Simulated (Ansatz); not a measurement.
# F₂GaHO: one molecule under many settings

How do the results and run time of F₂GaHO respond when the settings are drawn wide?

Computed with Ansatz 0.2.0, Gaussian basis. Level: the settings change from run to run.

## Step 1: The relaxed structure

The geometry comes from an earlier relaxation with PBE0-D4 in a triple-zeta def2 set; it is a stationary point.

SMILES `[OH][Ga]([F])[F]`, 5 atoms, charge 0, spin multiplicity 1.

Atoms are counted from 1 here; the program's logs count them from 0.

Bond lengths: O1–Ga2 1.757 Å, O1–H5 0.961 Å, Ga2–F3 1.728 Å, Ga2–F4 1.738 Å. Angles: Ga2–O1–H5 112.9°, O1–Ga2–F3 120.8°, O1–Ga2–F4 122.1°, F3–Ga2–F4 117.1°.

## Step 2: RPBE/x2c-TZVPPall

in.yaml reads:

```yaml
crystal:
  periodic: [false, false, false]
  atoms:
    - {symbol: O, position_ang: [0.021227, 1.334424, 0.084289]}
    - {symbol: Ga, position_ang: [0.186123, -0.415058, 0.103773]}
    - {symbol: F, position_ang: [1.433421, -1.176672, 1.026604]}
    - {symbol: F, position_ang: [-0.882683, -1.452130, -0.791940]}
    - {symbol: H, position_ang: [-0.708088, 1.635835, -0.464227]}
basis:
  gaussian: {orbitals: x2c-TZVPPall}
hamiltonian: {xc: {name: RPBE}}
```

Run with:

```bash
$ ansatz run in.yaml --threads 4 --pin off --events-out ev --progress --plain --max-ram 10444MiB
```

The program printed:

```text
Functional definition: RPBE
  name "RPBE"
  cite "Hammer, Hansen & Nørskov, Phys. Rev. B 59, 7413 (1999) doi:10.1103/PhysRevB.59.7413"
  cite "Perdew, Burke & Ernzerhof, Phys. Rev. Lett. 77, 3865 (1996) doi:10.1103/PhysRevLett.77.3865"
  parameter kappa = 0.804
  parameter beta = 0.06672455060314922
  exchange = rpbe_x(kappa = kappa, mu = beta*pi^2/3)
  correlation = pbe_c(beta = beta)
884 factors; their error is unknown
mean field evaluation 1: about -60390.9072 eV, gradient 9.1e1 eV
mean field evaluation 2: about -60311.5465 eV, gradient 2.2e2 eV
mean field evaluation 4: about -60401.8247 eV, gradient 2.6e1 eV
mean field evaluation 8: about -60402.8280 eV, gradient 2.4e-1 eV
mean field evaluation 16: about -60402.8130 eV, gradient 9.3e-5 eV
mean field -60402.81295681 eV, -2219.7624336655 hartree, gradient 1.1e-5 eV, S^2 0.000000; 0 other end points of the search recorded, 0 dependent functions left out
reference -60402.81299119 eV, -2219.7624349292 hartree; 29, 29 occupied and 126, 126 virtual orbitals, 884 factors
Total energy: -60402.81299119 eV, -2219.7624349292 hartree
Relativity: scalar
```

Wall time 0.95 s (4 threads of Arm Neoverse V1, shared host).

## Step 3: PBEsol/aug-pcseg-2

Set apart from the defaults: atoms shaken by 0.08 Å, density fitting with def2-universal-jkfit, D4 dispersion, the search for lower states set to off.

in.yaml reads:

```yaml
crystal:
  periodic: [false, false, false]
  atoms:
    - {symbol: O, position_ang: [0.136684, 1.290879, 0.051737]}
    - {symbol: Ga, position_ang: [0.098683, -0.427531, 0.210036]}
    - {symbol: F, position_ang: [1.249770, -1.064955, 0.971224]}
    - {symbol: F, position_ang: [-0.860241, -1.493253, -0.858782]}
    - {symbol: H, position_ang: [-0.745139, 1.760241, -0.554549]}
basis:
  gaussian: {orbitals: aug-pcseg-2, fitting: {mean_field: def2-universal-jkfit}}
hamiltonian: {xc: {name: PBEsol}, dispersion: d4}
scf: {lower_state_search: off}
output: {forces: true}
```

Launched as before.

The program printed (excerpt; [...] marks lines left out):

```text
Functional definition: PBEsol
  name "PBEsol"
  cite "Perdew et al., Phys. Rev. Lett. 100, 136406 (2008) doi:10.1103/PhysRevLett.100.136406"
  cite "Perdew, Burke & Ernzerhof, Phys. Rev. Lett. 77, 3865 (1996) doi:10.1103/PhysRevLett.77.3865"
  parent pbesol
[...]
515 factors; integrals over basis functions are off by at most 1.1e0 eV
[...]
mean field -59804.36614981 eV, -2197.7699191501 hartree, gradient 1.2e-6 eV, S^2 0.000000; 0 other end points of the search recorded, 0 dependent functions left out
[...]
reference -59804.36621378 eV, -2197.7699215012 hartree; 29, 29 occupied and 191, 191 virtual orbitals, 515 factors
Total energy: -59804.38920644 eV, -2197.7707664659 hartree
Atom 0 at     0.136684     1.290879     0.051737 Å, force    -4.061536     3.559233    -2.633282 eV/Å
Atom 1 at     0.098683    -0.427531     0.210036 Å, force    -8.140823     3.011165    -6.326755 eV/Å
Atom 2 at     1.249770    -1.064955     0.971224 Å, force     8.195372    -4.822226     5.760318 eV/Å
Atom 3 at    -0.860241    -1.493253    -0.858782 Å, force     0.171376     0.470063     0.566732 eV/Å
Atom 4 at    -0.745139     1.760241    -0.554549 Å, force     3.835611    -2.218235     2.632987 eV/Å
Dipole moment:    -0.245604     0.327237     0.070898 e Å
Checks for a lower state left out: stability, starts, cluster_reference, orbital_swaps, neighbouring_geometries, increment
```

Wall time 1.2 s (4 threads of Arm Neoverse V1, shared host).

Largest force 11.118 eV/Å, dipole 1.99 D.

## Step 4: B2PLYP/def2-mTZVPP

Options: atoms shaken by 0.08 Å.

in.yaml reads:

```yaml
crystal:
  periodic: [false, false, false]
  atoms:
    - {symbol: O, position_ang: [0.029037, 1.413623, 0.000743]}
    - {symbol: Ga, position_ang: [0.171432, -0.486139, 0.085173]}
    - {symbol: F, position_ang: [1.531763, -1.229258, 1.018679]}
    - {symbol: F, position_ang: [-0.913289, -1.341305, -0.860458]}
    - {symbol: H, position_ang: [-0.606875, 1.588790, -0.292292]}
basis:
  gaussian: {orbitals: def2-mTZVPP}
hamiltonian: {xc: {name: B2PLYP}}
output: {forces: true}
```

The command is unchanged.

The program printed (excerpt; [...] marks lines left out):

```text
Functional definition: B2PLYP
  name "B2PLYP"
  cite "Grimme, J. Chem. Phys. 124, 034108 (2006) doi:10.1063/1.2148954"
  cite "Becke, Phys. Rev. A 38, 3098 (1988) doi:10.1103/PhysRevA.38.3098"
  cite "Lee, Yang & Parr, Phys. Rev. B 37, 785 (1988) doi:10.1103/PhysRevB.37.785"
[...]
1009 factors; integrals over basis functions are off by at most 1.0e-3 eV
[...]
mean field -59855.74636194 eV, -2199.6581071191 hartree, gradient 1.8e-6 eV, S^2 0.000000; 0 other end points of the search recorded, 0 dependent functions left out
12 core orbitals not correlated: weight in the atoms' cores, before any rotation towards them, 1.000 or more for the frozen orbitals, at most 0.000 for the correlated occupied ones
reference -59855.74648406 eV, -2199.6581116070 hartree; 17, 17 occupied and 84, 84 virtual orbitals, 1009 factors
second order -27.53309086 eV of doubles, -0.00000000 eV of singles
[...]
Total energy: -59863.18041859 eV, -2199.9313036621 hartree
Atom 0 at     0.029037     1.413623     0.000743 Å, force    27.840484   -10.268629    13.062028 eV/Å
Atom 1 at     0.171432    -0.486139     0.085173 Å, force     2.577100     3.156458     1.768738 eV/Å
Atom 2 at     1.531763    -1.229258     1.018679 Å, force    -1.324972     0.619119    -0.855358 eV/Å
Atom 3 at    -0.913289    -1.341305    -0.860458 Å, force    -1.419410    -1.364125    -1.131937 eV/Å
Atom 4 at    -0.606875     1.588790    -0.292292 Å, force   -27.673202     7.857178   -12.843471 eV/Å
Dipole moment:    -0.302718     0.028234    -0.084065 e Å
```

Wall time 3.5 s (4 threads of Arm Neoverse V1, shared host).

Largest force 32.422 eV/Å, dipole 1.52 D.

## Step 5: PBE0-DH/aug-cc-pVTZ

Options: charge -1, multiplicity 2.

in.yaml reads:

```yaml
crystal:
  periodic: [false, false, false]
  atoms:
    - {symbol: O, position_ang: [0.021227, 1.334424, 0.084289]}
    - {symbol: Ga, position_ang: [0.186123, -0.415058, 0.103773]}
    - {symbol: F, position_ang: [1.433421, -1.176672, 1.026604]}
    - {symbol: F, position_ang: [-0.882683, -1.452130, -0.791940]}
    - {symbol: H, position_ang: [-0.708088, 1.635835, -0.464227]}
basis:
  gaussian: {orbitals: aug-cc-pVTZ}
total_charge: -1
magnetization: {spin_polarized: true, initial_magnetization: 1}
hamiltonian: {xc: {name: PBE0-DH}}
output: {forces: true}
```

Same command.

The program printed (excerpt; [...] marks lines left out):

```text
Functional definition: PBE0-DH
  name "PBE0-DH"
  cite "Brémond & Adamo, J. Chem. Phys. 135, 024106 (2011) doi:10.1063/1.3604569"
  cite "Perdew, Burke & Ernzerhof, Phys. Rev. Lett. 77, 3865 (1996) doi:10.1103/PhysRevLett.77.3865"
[...]
1370 factors; integrals over basis functions are off by at most 6.5e-4 eV
[...]
mean field -59861.24634737 eV, -2199.8602278556 hartree, gradient 8.2e-6 eV, S^2 0.751387; 4 other end points of the search recorded, 0 dependent functions left out
12 core orbitals not correlated: weight in the atoms' cores, before any rotation towards them, 1.000 or more for the frozen orbitals, at most 0.000 for the correlated occupied ones
reference -59861.24637121 eV, -2199.8602287317 hartree; 18, 17 occupied and 190, 191 virtual orbitals, 1370 factors
second order -31.64758075 eV of doubles, -0.00000000 eV of singles
[...]
Total energy: -59865.20231880 eV, -2200.0056071243 hartree
Atom 0 at     0.021227     1.334424     0.084289 Å, force    -0.002591     1.063076     0.064282 eV/Å
Atom 1 at     0.186123    -0.415058     0.103773 Å, force    -0.223800     0.223989    -0.160763 eV/Å
Atom 2 at     1.433421    -1.176672     1.026604 Å, force     0.844760    -0.520775     0.624874 eV/Å
Atom 3 at    -0.882683    -1.452130    -0.791940 Å, force    -0.615364    -0.708672    -0.522456 eV/Å
Atom 4 at    -0.708088     1.635835    -0.464227 Å, force    -0.003006    -0.057618    -0.005938 eV/Å
Dipole moment:     0.075614    -0.141531     0.050246 e Å
```

Run time: 29 s. Hardware: 4 threads of Arm Neoverse V1, shared host; peak memory 1.1 GiB.

Largest force 1.173 eV/Å, ⟨S²⟩ 0.751.

## Step 6: revPBE0/STO-3G

in.yaml, as its differences from that of step 5:

```diff
@@ -9,6 +9,3 @@
 basis:
-  gaussian: {orbitals: aug-cc-pVTZ}
-total_charge: -1
-magnetization: {spin_polarized: true, initial_magnetization: 1}
-hamiltonian: {xc: {name: PBE0-DH}}
-output: {forces: true}
+  gaussian: {orbitals: STO-3G}
+hamiltonian: {xc: {name: revPBE0}}
```

The command is unchanged.

The program printed (excerpt; [...] marks lines left out):

```text
Functional definition: revPBE0
  name "revPBE0"
  cite "Zhang & Yang, Phys. Rev. Lett. 80, 890 (1998) doi:10.1103/PhysRevLett.80.890"
  cite "Adamo & Barone, J. Chem. Phys. 110, 6158 (1999) doi:10.1063/1.478522"
  cite "Perdew, Burke & Ernzerhof, Phys. Rev. Lett. 77, 3865 (1996) doi:10.1103/PhysRevLett.77.3865"
[...]
413 factors; integrals over basis functions are off by at most 5.1e-5 eV
[...]
mean field -59148.43915062 eV, -2173.6650465334 hartree, gradient 3.4e-5 eV, S^2 0.000000; 0 other end points of the search recorded, 0 dependent functions left out
reference -59148.43916780 eV, -2173.6650471645 hartree; 29, 29 occupied and 5, 5 virtual orbitals, 413 factors
Total energy: -59148.43916780 eV, -2173.6650471645 hartree
```

Run time: 0.35 s. Hardware: 4 threads of Arm Neoverse V1, shared host.

## Step 7: MP2/aug-pcseg-2

Set apart from the defaults: correlated electrons set to outside_noble_gas.

in.yaml, as its differences from that of step 6:

```diff
@@ -9,3 +9,5 @@
 basis:
-  gaussian: {orbitals: STO-3G}
-hamiltonian: {xc: {name: revPBE0}}
+  gaussian: {orbitals: aug-pcseg-2}
+hamiltonian: {xc: {name: HF}}
+correlation: {method: mp2, electrons: outside_noble_gas}
+output: {forces: true}
```

Launched as before.

The program printed (excerpt; [...] marks lines left out):

```text
Functional definition: HF
  name "HF"
  cite "Fock, Z. Phys. 61, 126 (1930) doi:10.1007/BF01340294"
  parent pbe
[...]
1428 factors; integrals over basis functions are off by at most 6.7e-4 eV
[...]
mean field -59805.57017367 eV, -2197.8141662109 hartree, gradient 1.0e-5 eV, S^2 0.000000; 0 other end points of the search recorded, 0 dependent functions left out
17 core orbitals not correlated, not the lowest: weight in the atoms' cores, before any rotation towards them, 0.809 or more for the frozen orbitals, at most 0.186 for the correlated occupied ones
reference -59805.57017367 eV, -2197.8141662109 hartree; 12, 12 occupied and 191, 191 virtual orbitals, 1428 factors
second order -22.24793251 eV of doubles, -0.00000000 eV of singles
[...]
Total energy: -59827.81810618 eV, -2198.6317626505 hartree
Atom 0 at     0.021227     1.334424     0.084289 Å, force    -0.094253     0.567763    -0.038071 eV/Å
Atom 1 at     0.186123    -0.415058     0.103773 Å, force     0.003451    -0.195394    -0.009308 eV/Å
Atom 2 at     1.433421    -1.176672     1.026604 Å, force     0.360956    -0.192500     0.268730 eV/Å
Atom 3 at    -0.882683    -1.452130    -0.791940 Å, force    -0.281067    -0.268923    -0.235374 eV/Å
Atom 4 at    -0.708088     1.635835    -0.464227 Å, force     0.010913     0.089054     0.014023 eV/Å
Dipole moment:    -0.231451     0.295092    -0.161732 e Å
```

Wall time 7.5 s (4 threads of Arm Neoverse V1, shared host); peak memory 0.67 GiB.

Largest force 0.577 eV/Å, dipole 1.96 D.

## Step 8: BLYP/def2-TZVPP

Set apart from the defaults: coordinates scaled by 1.25, a grid of angular degree 11, D3(BJ) dispersion, relativity set to none, high accuracy.

in.yaml reads:

```yaml
crystal:
  periodic: [false, false, false]
  atoms:
    - {symbol: O, position_ang: [0.026533, 1.668030, 0.105361]}
    - {symbol: Ga, position_ang: [0.232654, -0.518823, 0.129716]}
    - {symbol: F, position_ang: [1.791777, -1.470839, 1.283255]}
    - {symbol: F, position_ang: [-1.103354, -1.815163, -0.989925]}
    - {symbol: H, position_ang: [-0.885110, 2.044793, -0.580283]}
basis:
  gaussian: {orbitals: def2-TZVPP, final_grid: {core_spheres: 5, valence_spheres: 4, degree: 11}}
hamiltonian: {xc: {name: BLYP}, dispersion: d3bj, pseudopotentials: {relativity: none}}
accuracy: high
```

The command is unchanged.

The program printed:

```text
Functional definition: BLYP
  name "BLYP"
  cite "Becke, Phys. Rev. A 38, 3098 (1988) doi:10.1103/PhysRevA.38.3098"
  cite "Lee, Yang & Parr, Phys. Rev. B 37, 785 (1988) doi:10.1103/PhysRevB.37.785"
  parameter beta = 0.0042
  parameter a = 0.04918
  parameter b = 0.132
  parameter c = 0.2533
  parameter d = 0.349
  exchange = b88_x(beta = beta)
  correlation = lyp_c(a = a, b = b, c = c, d = d)
2411 factors; integrals over basis functions are off by at most 2.6e-8 eV
mean field evaluation 1: about -59861.8509 eV, gradient 1.0e2 eV
mean field evaluation 2: about -59654.0857 eV, gradient 2.9e2 eV
mean field evaluation 4: about -59840.7944 eV, gradient 1.3e2 eV
mean field evaluation 8: about -59879.1359 eV, gradient 2.2e0 eV
mean field evaluation 16: about -59879.1395 eV, gradient 1.0e-2 eV
mean field -59879.13948227 eV, -2200.5177884350 hartree, gradient 4.2e-8 eV, S^2 0.000000; 0 other end points of the search recorded, 0 dependent functions left out
reference -59879.13953786 eV, -2200.5177904776 hartree; 29, 29 occupied and 126, 126 virtual orbitals, 2411 factors
Total energy: -59879.25650843 eV, -2200.5220890671 hartree
```

Run time: 1.8 s. Hardware: 4 threads of Arm Neoverse V1, shared host; peak memory 0.38 GiB.

## Step 9: PBE0/def2-SVPD

Options: D4 dispersion.

in.yaml reads:

```yaml
crystal:
  periodic: [false, false, false]
  atoms:
    - {symbol: O, position_ang: [0.021227, 1.334424, 0.084289]}
    - {symbol: Ga, position_ang: [0.186123, -0.415058, 0.103773]}
    - {symbol: F, position_ang: [1.433421, -1.176672, 1.026604]}
    - {symbol: F, position_ang: [-0.882683, -1.452130, -0.791940]}
    - {symbol: H, position_ang: [-0.708088, 1.635835, -0.464227]}
basis:
  gaussian: {orbitals: def2-SVPD}
hamiltonian: {xc: {name: PBE0}, dispersion: d4}
output: {forces: true}
```

Same command.

The program printed (excerpt; [...] marks lines left out):

```text
Functional definition: PBE0
  name "PBE0"
  cite "Adamo & Barone, J. Chem. Phys. 110, 6158 (1999) doi:10.1063/1.478522"
  cite "Perdew, Burke & Ernzerhof, Phys. Rev. Lett. 77, 3865 (1996) doi:10.1103/PhysRevLett.77.3865"
  parent pbe
[...]
1103 factors; integrals over basis functions are off by at most 9.4e-4 eV
[...]
mean field -59851.86972673 eV, -2199.5156434027 hartree, gradient 1.9e-5 eV, S^2 0.000000; 0 other end points of the search recorded, 0 dependent functions left out
[...]
reference -59851.86976388 eV, -2199.5156447682 hartree; 29, 29 occupied and 86, 86 virtual orbitals, 1103 factors
Total energy: -59851.92938550 eV, -2199.5178358223 hartree
Atom 0 at     0.021227     1.334424     0.084289 Å, force     0.013274     0.118658     0.017643 eV/Å
Atom 1 at     0.186123    -0.415058     0.103773 Å, force     0.006143     0.097110     0.010975 eV/Å
Atom 2 at     1.433421    -1.176672     1.026604 Å, force     0.242328    -0.144777     0.179427 eV/Å
Atom 3 at    -0.882683    -1.452130    -0.791940 Å, force    -0.192304    -0.185275    -0.161138 eV/Å
Atom 4 at    -0.708088     1.635835    -0.464227 Å, force    -0.069441     0.114284    -0.046907 eV/Å
Dipole moment:    -0.241812     0.313524    -0.168642 e Å
```

Run time: 1.4 s. Hardware: 4 threads of Arm Neoverse V1, shared host.

Largest force 0.334 eV/Å, dipole 2.07 D.

## Step 10: SVWN5/aug-pcseg-2

Options: charge +1, multiplicity 2.

in.yaml, as its differences from that of step 9:

```diff
@@ -9,4 +9,6 @@
 basis:
-  gaussian: {orbitals: def2-SVPD}
-hamiltonian: {xc: {name: PBE0}, dispersion: d4}
+  gaussian: {orbitals: aug-pcseg-2}
+total_charge: 1
+magnetization: {spin_polarized: true, initial_magnetization: 1}
+hamiltonian: {xc: {name: SVWN5}}
 output: {forces: true}
```

Launched as before.

The program printed (excerpt; [...] marks lines left out):

```text
Functional definition: SVWN5
  name "SVWN5"
  cite "Dirac, Proc. Camb. Phil. Soc. 26, 376 (1930) doi:10.1017/S0305004100016108"
  cite "Slater, Phys. Rev. 81, 385 (1951) doi:10.1103/PhysRev.81.385"
  cite "Vosko, Wilk & Nusair, Can. J. Phys. 58, 1200 (1980) doi:10.1139/p80-159"
[...]
1094 factors; their error is unknown
[...]
mean field -59739.57601874 eV, -2195.3889257498 hartree, gradient 8.3e-7 eV, S^2 0.752761; 10 other end points of the search recorded, 0 dependent functions left out
[...]
reference -59739.57607897 eV, -2195.3889279630 hartree; 29, 28 occupied and 191, 192 virtual orbitals, 1094 factors
Total energy: -59739.57607897 eV, -2195.3889279630 hartree
Atom 0 at     0.021227     1.334424     0.084289 Å, force     0.834366     0.508275     0.788901 eV/Å
Atom 1 at     0.186123    -0.415058     0.103773 Å, force     0.316442    -1.855733     0.089209 eV/Å
Atom 2 at     1.433421    -1.176672     1.026604 Å, force    -0.147572     0.203856    -0.119012 eV/Å
Atom 3 at    -0.882683    -1.452130    -0.791940 Å, force     0.135196     0.290628     0.155626 eV/Å
Atom 4 at    -0.708088     1.635835    -0.464227 Å, force    -1.138432     0.852973    -0.914724 eV/Å
Dipole moment:    -0.316059     0.750168    -0.202022 e Å
```

Wall time 16 s (4 threads of Arm Neoverse V1, shared host); peak memory 0.71 GiB.

Largest force 1.885 eV/Å, ⟨S²⟩ 0.753.

## Step 11: All runs side by side

```tsv
level	charge	multiplicity	geometry	functions	energy (eV)	time
RPBE/x2c-TZVPPall	0	1	relaxed	155	-60402.813	0.95 s
PBEsol/aug-pcseg-2	0	1	shaken	220	-59804.389	1.2 s
B2PLYP/def2-mTZVPP	0	1	shaken	113	-59863.180	3.5 s
PBE0-DH/aug-cc-pVTZ	-1	2	relaxed	220	-59865.202	29 s
revPBE0/STO-3G	0	1	relaxed	34	-59148.439	0.35 s
MP2/aug-pcseg-2	0	1	relaxed	220	-59827.818	7.5 s
BLYP/def2-TZVPP	0	1	scaled	155	-59879.257	1.8 s
PBE0/def2-SVPD	0	1	relaxed	115	-59851.929	1.4 s
SVWN5/aug-pcseg-2	1	2	relaxed	220	-59739.576	16 s
```

## Step 12: Outcome

```
                                         quantity                      value
                                             runs                          9
                                         quickest     revPBE0/STO-3G, 0.35 s
                                          slowest  PBE0-DH/aug-cc-pVTZ, 29 s
spread of total energies, same state and geometry                  1254.4 eV
                  dipole, same state and geometry             1.96 to 2.07 D
```

PBE0-DH/aug-cc-pVTZ took 83 times as long as revPBE0/STO-3G. The jobs differ in tasks and options as well as level. The totals spread over 1254 eV; they can't be compared across methods or bases. Some of these runs are scalar-relativistic and others not, which shifts the totals of all-electron atoms past neon by eV; core potentials, where a basis has them, take the core out of the total altogether. At the PBE0-D4/def2-TZVP geometry and in the same state, runs without warnings or point charges leave forces up to 0.58 eV/Å (MP2/aug-pcseg-2), against 32.4 eV/Å where the atoms were moved.
